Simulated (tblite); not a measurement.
# C7H11PSe: the cost of one run

Computed with tblite 0.8.0 and PySCF 2.14.0, with density-fitted response routines of our own, on a single molecule in the gas phase. Atoms count from 0, in the outputs and in this text.

### 1 The starting structure

20 atoms, charge 0, multiplicity 1; geometry from: force field or distance geometry start.

Bonds of the start (Å): C0–C1 1.33, C1–C2 1.49, C2–P3 1.82, P3–Se4 2.10, P3–C5 1.81, C5–C6 1.46, C6–C7 1.28, C7–C8 1.47, C8–P3 1.84, C0–H9 1.08, C0–H10 1.09, C1–H11 1.08, C2–H12 1.10, C2–H13 1.12, C5–H14 1.12, C5–H15 1.12, C6–H16 1.12, C7–H17 1.13, C8–H18 1.10, C8–H19 1.11.

### 2 Geometry optimisation with GFN2-xTB

What the job is given:

```
{"job": {"kind": "relax", "xc": "GFN2-xTB", "basis": "xTB"}, "charge": 0, "multiplicity": 1}
C      3.465200    -0.516500    -0.388200
C      2.243000    -1.035500    -0.338100
C      1.177400    -0.551200     0.579800
P     -0.201300    -0.033700    -0.490700
Se    -0.100700    -0.523900    -2.532100
C     -0.838900     1.615000    -0.109800
C     -2.257300     1.444700    -0.393200
C     -2.732400     0.256300    -0.331800
C     -1.788200    -0.823800     0.008100
H      3.796200     0.319600     0.206500
H      4.151500    -0.976000    -1.099800
H      1.997000    -1.884700    -0.964400
H      1.591200     0.279000     1.172400
H      0.900400    -1.422300     1.227200
H     -0.337200     2.353300    -0.779100
H     -0.632300     1.905400     0.956300
H     -2.898100     2.334300    -0.640600
H     -3.815400     0.014600    -0.535600
H     -1.957100    -1.757600    -0.544600
H     -1.768200    -0.986400     1.110500
```

Command:

```console
OMP_NUM_THREADS=1 python probes_run.py task.json out
```

One launch serves the whole session: the jobs run in the order shown.

**Question.** How long does this first job take on 1 thread of Arm Neoverse V1, shared host?

About 2.1 s.
